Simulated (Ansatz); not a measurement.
# CH7BN2O: one species, many methods

The task here is to estimate one member of a computed series from the others.

Method: functionals in def2-TZVPP, the program's frozen cores in correlated methods; program: Ansatz 0.2.0, Gaussian basis.

Plan: PBE-D4, r2SCAN-D4, PBE0-D4, B3LYP-D4, ωB97X-V, ωB97M-V, B2PLYP; CCSD(T)/def2-TZVPP; MP2/def2-QZVPP; extrapolation to the limit.

## Structure used throughout

The geometry comes from an earlier relaxation with PBE0-D4 in a triple-zeta def2 set; it is a stationary point, not always the lowest conformer.

SMILES `NB(N)CO`, 12 atoms, charge 0, spin multiplicity 1.

Atoms are counted from 1 here; the program's logs count them from 0.

Bond lengths: N1–B2 1.410 Å, N1–H6 1.004 Å, N1–H7 1.005 Å, B2–N3 1.413 Å, B2–C4 1.591 Å, N3–H8 1.004 Å, N3–H9 1.003 Å, C4–O5 1.428 Å, C4–H10 1.096 Å, C4–H11 1.101 Å, O5–H12 0.960 Å. Angles: B2–N1–H6 125.1°, B2–N1–H7 119.8°, H6–N1–H7 114.4°, N1–B2–N3 122.8°, N1–B2–C4 117.5°, N3–B2–C4 119.8°, B2–N3–H8 124.2°, B2–N3–H9 122.3°, H8–N3–H9 113.4°, B2–C4–O5 114.2°, B2–C4–H10 109.1°, B2–C4–H11 111.6°, O5–C4–H10 105.4°, O5–C4–H11 110.5°, H10–C4–H11 105.4°, C4–O5–H12 107.5°.

Set-up of the first run:

in.yaml reads:

```yaml
crystal:
  periodic: [false, false, false]
  atoms:
    - {symbol: N, position_ang: [-0.890637, 0.942692, 0.761107]}
    - {symbol: B, position_ang: [-0.018301, -0.105907, 0.405070]}
    - {symbol: N, position_ang: [0.257733, -1.194976, 1.261939]}
    - {symbol: C, position_ang: [0.665673, -0.036893, -1.029525]}
    - {symbol: O, position_ang: [0.053366, 0.889486, -1.926905]}
    - {symbol: H, position_ang: [-1.352646, 1.033491, 1.647722]}
    - {symbol: H, position_ang: [-0.972449, 1.747974, 0.165443]}
    - {symbol: H, position_ang: [-0.082837, -1.273406, 2.203361]}
    - {symbol: H, position_ang: [0.844919, -1.960065, 0.985229]}
    - {symbol: H, position_ang: [1.699918, 0.307184, -0.916781]}
    - {symbol: H, position_ang: [0.737052, -1.032696, -1.493674]}
    - {symbol: H, position_ang: [-0.864790, 0.627912, -2.028987]}
basis:
  gaussian: {orbitals: def2-TZVPP}
hamiltonian: {xc: pbe, dispersion: d4}
output: {forces: true, orbitals: {seedname: orbitals}}
```

Run with:

```console
ansatz run in.yaml --threads 4 --pin off --events-out ev --progress --plain --max-ram 10444MiB
```

Steps of the session up to this table: PBE-D4 (GGA); r2SCAN-D4 (meta-GGA); PBE0-D4 (hybrid); B3LYP-D4 (hybrid); ωB97X-V (range-separated); ωB97M-V (range-separated); B2PLYP (double hybrid); CCSD(T) in def2-TZVPP; MP2 in def2-QZVPP.

One of the session's tables, all rows but one given; the rest of the session is left out.

| method | atomisation energy (eV) |
| --- | --- |
| PBE-D4 | 49.182 |
| r2SCAN-D4 | 47.903 |
| PBE0-D4 | 48.078 |
| B3LYP-D4 | 48.187 |
| ωB97X-V | 48.073 |
| ωB97M-V | 48.235 |
| B2PLYP | 47.568 |
| HF/def2-TZVPP | 33.679 |
| MP2/def2-TZVPP | 47.297 |
| CCSD/def2-TZVPP | 45.752 |
| CCSD(T)/def2-TZVPP | 46.464 |
| MP2/CBS | 48.694 |
| CCSD(T)/CBS | ? |

**Question.** Estimate the row for CCSD(T)/CBS.

The run gave: atomisation energy (eV): 47.861. In the column «atomisation energy (eV)» it lies between B2PLYP (47.568) and r2SCAN-D4 (47.903).

Limits of these values: Free atoms (2 N, 1 B, 1 C, 1 O, 7 H) were run apart at each level; the atomisation energy is their sum less the molecule, without zero-point or spin-orbit terms.
